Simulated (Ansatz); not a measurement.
# CH3AlBr, SMILES [CH3][Al][Br]: a single point in a Gaussian basis

Computed with Ansatz 0.2.0, Python API.

Run as a notebook:

```python
from pathlib import Path

import ansatz as az
from ase import Atoms
```

```python
BASIS = 'def2-TZVP'
FUNCTIONAL = 'revpbe0'
```

```python
atoms = Atoms(['C', 'Al', 'Br', 'H', 'H', 'H'], positions=[
    (-0.3858, 0.4911, -0.306),
    (1.1068, -0.7234, -0.2996),
    (1.4079, -2.158, 1.5454),
    (0.0121, 1.5892, -0.3943),
    (-1.0167, 0.409, 0.5998),
    (-1.0822, 0.3281, -1.1915),
])
molecule = az.Crystal.molecule_from_ase(atoms)
```

```python
model = molecule.calculation()
model = model.basis(gaussian=BASIS)
model = model.functional(FUNCTIONAL)
model = model.spin('collinear', total=1).orbitals()
outcome = model.run(threads=1, runs_dir='runs')
report = outcome.report
```

    

```python
{key: value for key, value in report.items() if isinstance(value, (int, float)) and 'ev' in key}
```

    {'free_energy_ev': -77724.14442253973, 'reference_energy_ev': -77724.14442253973}

```python
print(f'E = {report["free_energy_ev"]:.6f} eV = {report["free_energy_ev"] / 27.211386246:.7f} Ha')
print('converged:', report['converged'], ' doubts:', report['published_state_doubts'] or 'none')
```

    E = -77724.144423 eV = -2856.3096242 Ha
    converged: True  doubts: none

```python
field = report['mean_field']
print('<S^2> =', round(abs(field['state']['spin_squared']), 4), ' relativity:', field['relativity'])
print('passes:', field['passes'])
if 'symmetry' in field:
    print('occupied orbitals by irrep:', field['symmetry']['occupied'])
```

    <S^2> = 0.7526  relativity: none
    passes: {'evaluations': 15, 'products': 14}
    occupied orbitals by irrep: [{'A': 29}, {'A': 28}]

```python
lines = Path(report['orbitals_path']).read_text().splitlines()
field_of = lambda key: [line.split('=')[1].strip() for line in lines if line.startswith(key)]
orbitals = [(27.211386 * float(e), s, float(n)) for e, s, n in zip(field_of('Ene='), field_of('Spin='), field_of('Occup='))]
homo = max(e for e, _, n in orbitals if n > 0.5)
lumo = min(e for e, _, n in orbitals if n < 0.5)
print(f'HOMO {homo:.3f} eV, LUMO {lumo:.3f} eV, gap {lumo - homo:.3f} eV')
```

    HOMO -5.836 eV, LUMO -2.485 eV, gap 3.351 eV

Reading the output:
- Total energies depend on the basis set; only differences at equal settings carry meaning.
- The geometry is a force-field or estimated start, not a minimum of this method, and the basis set is short of its limit.
- The species is open-shell (spin multiplicity 2).
- Levels such as HOMO and LUMO are orbital energies: with these approximate functionals they aren't the ionisation energy and electron affinity, and their gap isn't the fundamental gap.
- Finished in 8.2 s on 1 thread of Arm Neoverse V2 (shared host), peak memory 0.42 GiB.

(Lines on the test bed's own set-up are left out of the output.)
